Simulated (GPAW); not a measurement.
VSi2:

```
V Si
1.0
     4.53480    0.00000    0.00000
    -2.26740    3.92725    0.00000
     0.00000    0.00000    6.31890
V Si
3 6
Direct
  0.50000 0.00000 0.50000
  0.50000 0.50000 0.83333
  0.00000 0.50000 0.16667
  0.32499 0.16249 0.16667
  0.83751 0.16249 0.83333
  0.16249 0.32499 0.50000
  0.67501 0.83751 0.16667
  0.16249 0.83751 0.83333
  0.83751 0.67501 0.50000
```

The cell comes from a database or a generator and needn't be the stable form of this composition.

Base run:

```yaml
Program: GPAW 26.7.0
Functional: LDA
Potentials_or_basis: the program's PAW data sets (release 1.2.1) made for this functional
Cutoff: 600 eV
Basis: pw
k_mesh: 5 × 5 × 3
Occupations: fermi-dirac, width 0.05 eV
Spin: collinear spin, ferromagnetic start
Starting_moments: "[2.0, 2.0, 2.0, 0.0, 0.0, 0.0, 0.0, 0.0, 0.0] μB"
```

Its results: pressure -3.6 GPa; net moment 0.00 μB per cell; largest force 0.086 eV/Å.

Problem. The run is repeated on the same cell with these changes: functional from LDA to PBE; potentials or basis from the program's PAW data sets (release 1.2.1) made for this functional to GPAW PAW data sets (gpaw-data 1.2.1). What comes out?

Solution. Pressure 5.3 GPa; net moment 0.00 μB per cell; largest force 0.054 eV/Å.
